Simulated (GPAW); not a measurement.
# Pb2O (Pn-3m) in GPAW: notebook

The runs below take Pb2O through single point, with LDA, PBE.

Everything below comes from runs of GPAW 26.7.0. Logs are shortened: lines on timing, memory, paths and dates and some standing lists are left out, and cuts for length are marked. The log counts tension as positive stress, the text compression.

## (1) Starting point

Symmetry: Pn-3m, No. 224, cubic system. The conventional cell has a = 5.380 Å, b = 5.380 Å, c = 5.380 Å, α = 90.00°, β = 90.00°, γ = 90.00°. Pb (site symmetry -3m) has 2 O at 2.33 Å as nearest neighbours. Around O (site symmetry -43m) lie 4 Pb at 2.33 Å.

## (2) Single point, LDA

run.py reads:

```python
from ase import Atoms
from ase.dft.bandgap import bandgap
from ase.io import write
from ase.units import GPa
from gpaw import GPAW, PW

atoms = Atoms(['Pb', 'Pb', 'Pb', 'Pb', 'O', 'O'],
              cell=[[5.38, 0.0, 0.0],
                    [0.0, 5.38, 0.0],
                    [0.0, 0.0, 5.38]],
              scaled_positions=[[0.75, 0.25, 0.75],
                                [0.25, 0.75, 0.75],
                                [0.75, 0.75, 0.25],
                                [0.25, 0.25, 0.25],
                                [0.5, 0.5, 0.5],
                                [0.0, 0.0, 0.0]],
              pbc=True)

calc = GPAW(mode=PW(600),
            xc='LDA',
            kpts={'size': (4, 4, 4), 'gamma': True},
            occupations={'name': 'fermi-dirac', 'width': 0.05},
            nbands=53,
            maxiter=120,
            txt='gpaw.txt')
atoms.calc = calc
energy = atoms.get_potential_energy()
forces = atoms.get_forces()
stress = atoms.get_stress()
calc.write('gs.gpw')
write('result.traj', atoms)
print(f'Energy: {energy:.6f} eV')
print('Forces (eV/A):')
print(forces.round(4))
print('Stress (GPa):', (stress / GPa).round(3))
print('Fermi level:', round(calc.get_fermi_level(), 4), 'eV')
print(f'Gap: {bandgap(calc)[0]:.4f} eV, direct: {bandgap(calc, direct=True)[0]:.4f} eV')
```

Potentials or basis: the program's PAW data sets (release 1.2.1) made for this functional, pw.

The run is started by

```bash
> OMP_NUM_THREADS=1 python run.py
```

gpaw.txt:

```text
__  _  _
 | _ |_)|_||  |
 |__||  | ||/\| - 26.7.0

Input parameters:
  mode=PW(ecut=600.0),
  kpts=MonkhorstPack(size=(4, 4, 4), gamma=True),
  maxiter=120,
  nbands=53,
  occupations=Occupations(name='fermi-dirac', width=0.05),
  xc=XC(name='LDA')

Diagonalizing LCAO Hamiltonian
Converting LCAO to pw mode
    .------------.
   /|            |
  / |            |
 *  |  Pb        |
 |  |      Pb    |
 |  |    O       |
 |  |        Pb  |
 |  .Pb----------.
 | /            /
 |/            /
 O------------*

Atoms  # Å, Bohr magnetons
|   | symbol |        x |        y |        z |    initial magnetic moments |
|---|--------|----------|----------|----------|-----------------------------|
| 0 |     Pb | 4.035000 | 1.345000 | 4.035000 | ( 0.0000,  0.0000,  0.0000) |
| 1 |     Pb | 1.345000 | 4.035000 | 4.035000 | ( 0.0000,  0.0000,  0.0000) |
| 2 |     Pb | 4.035000 | 4.035000 | 1.345000 | ( 0.0000,  0.0000,  0.0000) |
| 3 |     Pb | 1.345000 | 1.345000 | 1.345000 | ( 0.0000,  0.0000,  0.0000) |
| 4 |      O | 2.690000 | 2.690000 | 2.690000 | ( 0.0000,  0.0000,  0.0000) |
| 5 |      O | 0.000000 | 0.000000 | 0.000000 | ( 0.0000,  0.0000,  0.0000) |

Unit cell  # Å
| periodic |        x |        y |        z |  lengths |    angles |
|----------|----------|----------|----------|----------|-----------|
|      yes | 5.380000 | 0.000000 | 0.000000 | 5.380000 | 90.000000 |
|      yes | 0.000000 | 5.380000 | 0.000000 | 5.380000 | 90.000000 |
|      yes | 0.000000 | 0.000000 | 5.380000 | 5.380000 | 90.000000 |

Number of symmetries: 24
Symmetry operations  # r_c * U_cc + t_c -> r_c
|    | kind |            matrix            |
|----|------|------------------------------|
|  0 |  E   |  1, 0, 0,  0, 1, 0,  0, 0, 1 |
|  1 |  σ   |  1, 0, 0,  0, 0, 1,  0, 1, 0 |
|  2 |  σ   |  1, 0, 0,  0, 0,-1,  0,-1, 0 |
|  3 |  C2  |  1, 0, 0,  0,-1, 0,  0, 0,-1 |
|  4 |  σ   |  0, 1, 0,  1, 0, 0,  0, 0, 1 |
|  5 |  C3  |  0, 1, 0,  0, 0, 1,  1, 0, 0 |
|  6 |  C3  |  0, 1, 0,  0, 0,-1, -1, 0, 0 |
|  7 |  S4  |  0, 1, 0, -1, 0, 0,  0, 0,-1 |
|  8 |  C3  |  0, 0, 1,  1, 0, 0,  0, 1, 0 |
|  9 |  σ   |  0, 0, 1,  0, 1, 0,  1, 0, 0 |
| 10 |  S4  |  0, 0, 1,  0,-1, 0, -1, 0, 0 |
| 11 |  C3  |  0, 0, 1, -1, 0, 0,  0,-1, 0 |
| 12 |  C3  |  0, 0,-1,  1, 0, 0,  0,-1, 0 |
| 13 |  σ   |  0, 0,-1,  0, 1, 0, -1, 0, 0 |
| 14 |  S4  |  0, 0,-1,  0,-1, 0,  1, 0, 0 |
| 15 |  C3  |  0, 0,-1, -1, 0, 0,  0, 1, 0 |
| 16 |  S4  |  0,-1, 0,  1, 0, 0,  0, 0,-1 |
| 17 |  C3  |  0,-1, 0,  0, 0, 1, -1, 0, 0 |
| 18 |  C3  |  0,-1, 0,  0, 0,-1,  1, 0, 0 |
| 19 |  σ   |  0,-1, 0, -1, 0, 0,  0, 0, 1 |
| 20 |  C2  | -1, 0, 0,  0, 1, 0,  0, 0,-1 |
| 21 |  S4  | -1, 0, 0,  0, 0, 1,  0,-1, 0 |
| 22 |  S4  | -1, 0, 0,  0, 0,-1,  0, 1, 0 |
| 23 |  C2  | -1, 0, 0,  0,-1, 0,  0, 0, 1 |

BZ-sampling:
  Number of BZ points: 64
  Number of IBZ points: 10

  Monkhorst-Pack size: [4, 4, 4]
  Monkhorst-Pack shift: [0.125, 0.125, 0.125]

K-points  # in reciprocal-cell coordinates
|   |                                coordinates |     weight |
|---|--------------------------------------------|------------|
| 0 | (  0.00000000,   0.00000000,   0.00000000) | 0.01562500 |
| 1 | (  0.25000000,   0.00000000,   0.00000000) | 0.09375000 |
| 2 | (  0.25000000,   0.25000000,   0.00000000) | 0.18750000 |
| 3 | (  0.25000000,   0.25000000,   0.25000000) | 0.12500000 |
| 4 | (  0.50000000,   0.00000000,   0.00000000) | 0.04687500 |
| 5 | (  0.50000000,   0.25000000,   0.00000000) | 0.18750000 |
| 6 | (  0.50000000,   0.25000000,   0.25000000) | 0.18750000 |
| 7 | (  0.50000000,   0.50000000,   0.00000000) | 0.04687500 |
| 8 | (  0.50000000,   0.50000000,   0.25000000) | 0.09375000 |
| 9 | (  0.50000000,   0.50000000,   0.50000000) | 0.01562500 |

Plane wave coefficients: 5232
Cutoff: 600.0 eV

Spin-components: 1 (collinear spins)
Bands:           53
Projectors:      34
Spin-degeneracy: 2
Datatype:        complex128

Parallelization:
  kpt:    1
  domain: 1
  band:   1

Density:
  Valence electrons: 68.0
  Components: 1
  Grid points: [32 32 32]
  Charge: 0.0  # |e|

Potential:
  Grid points: [32 32 32]

species:
  Pb:
    name:    Lead
    Z:       82.0
    valence: 14
    core:    68
    charge:  0.0  # [|e|]
    compensation charges:
      type: gauss
      rc: 0.38  # [Å]
      lmax: 2
    cutoffs:
      filter: 2.36  # [Å]
      core: 2.43  # [Å]
    projectors
    | kind |    occ | energy [eV] | rcut [Å] |
    |------|--------|-------------|----------|
    |   6s |  2.000 |     -12.249 |    1.259 |
    |   6p |  2.000 |      -3.713 |    1.275 |
    |   5d | 10.000 |     -21.326 |    1.217 |
    |    s |        |      14.962 |    1.259 |
    |    p |        |      23.498 |    1.275 |
    |    d |        |       5.885 |    1.217 |

    Using partial waves for Pb as LCAO basis

  O:
    name:    Oxygen
    Z:       8.0
    valence: 6
    core:    2
    charge:  0.0  # [|e|]
    compensation charges:
      type: gauss
      rc: 0.21  # [Å]
      lmax: 2
    cutoffs:
      filter: 1.17  # [Å]
      core: 0.83  # [Å]
    projectors
    | kind |    occ | energy [eV] | rcut [Å] |
    |------|--------|-------------|----------|
    |   2s |  2.000 |     -23.752 |    0.688 |
    |   2p |  4.000 |      -9.195 |    0.598 |
    |    s |        |       3.459 |    0.688 |
    |    p |        |      18.016 |    0.598 |
    |    d |        |       0.000 |    0.619 |

    Using partial waves for O as LCAO basis

Reference energy: -2271939.550660  # eV

eigensolver:
  PPCG
  Converge bands: occupied
  niter=2

density mixing:
  MSR1-Mixer
  Pratt-step length: 0.05
  Maximum mixing coefficient: 0.75
  Old densities: 10
  SVD Regularization: 0.005
  Good broyden scale: 1.0
  Trust region scale: 1.0
  Backstep threshold: 4.0
  History deletion threshold: 6.0
  Fourier metric: weight=20.0, sigma=0.015

occupation numbers:
  Fermi-Dirac:
    width: 0.0500  # eV

poisson solver:
  ecut: 4800.0  # eV

xc functional:
  name: None

convergence criteria:
- Maximum [total energy] change in last 3 cyles: 0.0005 eV / valence electron
- Maximum integral of absolute [dens]ity change: 0.0001 electrons / valence electron
- Maximum integral of absolute [eigenst]ate change: 4e-08 eV^2 / valence electron
maximum number of iterations: 120

SCF iterations
|iter     | |      energy | eigst |  dens |
|---------|-|-------------|-------|-------|
|iter:   1| |  -36.903623 | +0.18 |       |
|iter:   2| |  -35.309752 | -1.03 | -1.17 |
|iter:   3| |  -32.093030 | -0.57 | -1.23 |
|iter:   4| |  -32.001407 | -2.04 | -1.72 |
|iter:   5| |  -32.104929 | -1.81 | -1.88 |
|iter:   6| |  -31.962991 | -2.09 | -1.84 |
|iter:   7| |  -31.962932 | -3.88 | -2.77 |
|iter:   8| |  -31.962811c| -4.72 | -3.39 |
|iter:   9| |  -31.962666c| -5.26 | -3.54 |
|iter:  10| |  -31.962669c| -6.54 | -4.01c|
|iter:  11| |  -31.962686c| -6.88 | -4.13c|
|iter:  12| |  -31.962690c| -7.50c| -4.86c|

Converged in 12 steps
Energy contributions relative to reference atoms: (reference = -2271939.550660)

Energy contributions:
  Kinetic:          47.450274
  Coulomb:         -48.172255
  Zero:             -0.075581
  External:          0.000000
  Xc:              -31.154185
  Entropy:          -0.021889
  Spinorbit:         0.000000
  ----------------------------
  Free energy:     -31.973635
  Extrapolated:    -31.962690

dipole moment: (-15.114800, -15.114800, -15.114800)  # |e|*Ang

Fermi level: 4.907
Eigenvalues  # (at kpt = [0.000, 0.000, 0.000])
| band index |      eig [eV] | occ [0-2] |
|------------|---------------|-----------|
|          0 |       -13.343 |     2.000 |
|        ... |               |           |
|         26 |         1.092 |     2.000 |
|         27 |         1.092 |     2.000 |
|         28 |         1.092 |     2.000 |
|         29 |         2.989 |     2.000 |
|         30 |         2.989 |     2.000 |
|         31 |         4.463 |     2.000 |
|         32 |         4.463 |     2.000 |
|         33 |         4.463 |     2.000 |
|         34 |         7.119 |     0.000 |
|         35 |         7.119 |     0.000 |
|         36 |         7.119 |     0.000 |
|         37 |         7.707 |     0.000 |
|         38 |        10.415 |     0.000 |
|         39 |        10.415 |     0.000 |
|         40 |        10.415 |     0.000 |
|         41 |        10.739 |     0.000 |
|        ... |               |           |
|         52 |        18.223 |     0.000 |

No gap
No difference between direct/indirect transitions

Forces  # eV/Ang
|        x |        y |        z |
|----------|----------|----------|
|  0.00002 | -0.00002 |  0.00002 |  # Pb   0
| -0.00002 |  0.00002 |  0.00002 |  # Pb   1
|  0.00002 |  0.00002 | -0.00002 |  # Pb   2
| -0.00002 | -0.00002 | -0.00002 |  # Pb   3
|  0.00000 |  0.00000 |  0.00000 |  # O    4
| -0.00000 | -0.00000 |  0.00000 |  # O    5

Stress tensor  # eV/Ang^3
|        x |        y |        z |
|----------|----------|----------|
| 0.022078 | 0.000000 | 0.000000 |
| 0.000000 | 0.022078 | 0.000000 |
| 0.000000 | 0.000000 | 0.022078 |

# Writing to gs.gpw (mode='')
```

Wall time 45 s (1 thread of Arm Neoverse V2, shared host); peak memory 0.24 GiB.

Results:

```yaml
Free_energy: -31.9736 eV
Pressure: -3.5 GPa
Band_gap_on_the_k_mesh: none (metal or under the smearing width)
```

Caveat: the cutoff is short for stress and forces, so pressures can be off by a GPa or more. The run has no spin-orbit coupling, so splittings on Pb are missing.

(Continued in part 2 of 2.)
